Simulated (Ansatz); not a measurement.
# CH₅GaOS₂: one species, many methods

An exercise on one series of results from a longer session: the logs are not shown, and one member is left open.

Method: functionals in def2-TZVPP, the program's frozen cores in correlated methods; program: Ansatz 0.2.0, Gaussian basis.

Plan: PBE-D4, r2SCAN-D4, PBE0-D4, B3LYP-D4, ωB97X-V, ωB97M-V, B2PLYP; CCSD(T)/def2-TZVPP; MP2/def2-QZVPP; extrapolation to the limit.

## The geometry

The geometry comes from an earlier relaxation with PBE0-D4 in a triple-zeta def2 set; it is a stationary point, not always the lowest conformer.

SMILES `C[O][Ga]([SH])[SH]`, 10 atoms, charge 0, spin multiplicity 1.

Atoms are counted from 1 here; the program's logs count them from 0.

Bond lengths: C1–O2 1.406 Å, C1–H6 1.095 Å, C1–H7 1.098 Å, C1–H8 1.095 Å, O2–Ga3 1.775 Å, Ga3–S4 2.195 Å, Ga3–S5 2.186 Å, S4–H9 1.344 Å, S5–H10 1.345 Å. Angles: O2–C1–H6 109.6°, O2–C1–H7 113.4°, O2–C1–H8 109.9°, H6–C1–H7 107.7°, H6–C1–H8 108.3°, H7–C1–H8 107.8°, C1–O2–Ga3 123.2°, O2–Ga3–S4 118.8°, O2–Ga3–S5 116.6°, S4–Ga3–S5 124.6°, Ga3–S4–H9 92.8°, Ga3–S5–H10 91.7°.

Set-up of the first run:

in.yaml reads:

```yaml
crystal:
  periodic: [false, false, false]
  atoms:
    - {symbol: C, position_ang: [0.523570, -1.663352, 0.604291]}
    - {symbol: O, position_ang: [0.859052, -0.305583, 0.455986]}
    - {symbol: Ga, position_ang: [-0.220419, 0.886614, -0.294152]}
    - {symbol: S, position_ang: [-2.174362, 0.221071, -1.040576]}
    - {symbol: S, position_ang: [0.517118, 2.941598, -0.405798]}
    - {symbol: H, position_ang: [1.283724, -2.285028, 0.120144]}
    - {symbol: H, position_ang: [-0.449197, -1.923232, 0.166542]}
    - {symbol: H, position_ang: [0.492273, -1.925022, 1.667167]}
    - {symbol: H, position_ang: [-2.503672, 1.451690, -1.467495]}
    - {symbol: H, position_ang: [1.671903, 2.601253, 0.193890]}
basis:
  gaussian: {orbitals: def2-TZVPP}
hamiltonian: {xc: pbe, dispersion: d4}
output: {forces: true, orbitals: {seedname: orbitals}}
```

Started as:

```sh
ansatz run in.yaml --threads 2 --pin off --events-out ev --progress --plain --max-ram 22528MiB --backend cpu
```

Among the steps run: PBE-D4 (GGA); r2SCAN-D4 (meta-GGA); PBE0-D4 (hybrid); B3LYP-D4 (hybrid); ωB97X-V (range-separated); ωB97M-V (range-separated); B2PLYP (double hybrid); CCSD(T) in def2-TZVPP; MP2 in def2-QZVPP.

One table of the session follows, with a row left open; its other results are not shown here.

It belongs to the step «Atomisation energies». 

```
            method  atomisation energy (kJ/mol)
            PBE-D4                       3388.0
         r2SCAN-D4                       3355.5
           PBE0-D4                       3325.7
          B3LYP-D4                       3303.5
           ωB97X-V                       3352.6
           ωB97M-V                       3341.2
            B2PLYP                       3279.1
     HF/def2-TZVPP                       2347.3
    MP2/def2-TZVPP                       3320.4
   CCSD/def2-TZVPP                       3197.8
CCSD(T)/def2-TZVPP                            ?
           MP2/CBS                       3408.3
       CCSD(T)/CBS                       3346.2
```

Q: Estimate the row for CCSD(T)/def2-TZVPP from the others.

As computed: atomisation energy (kJ/mol): 3258.3. In the column «atomisation energy (kJ/mol)» it lies between CCSD/def2-TZVPP (3197.8) and B2PLYP (3279.1).

Limits of these values: Free atoms (1 C, 1 O, 1 Ga, 2 S, 5 H) were run apart at each level; the atomisation energy is their sum less the molecule, without zero-point or spin-orbit terms.
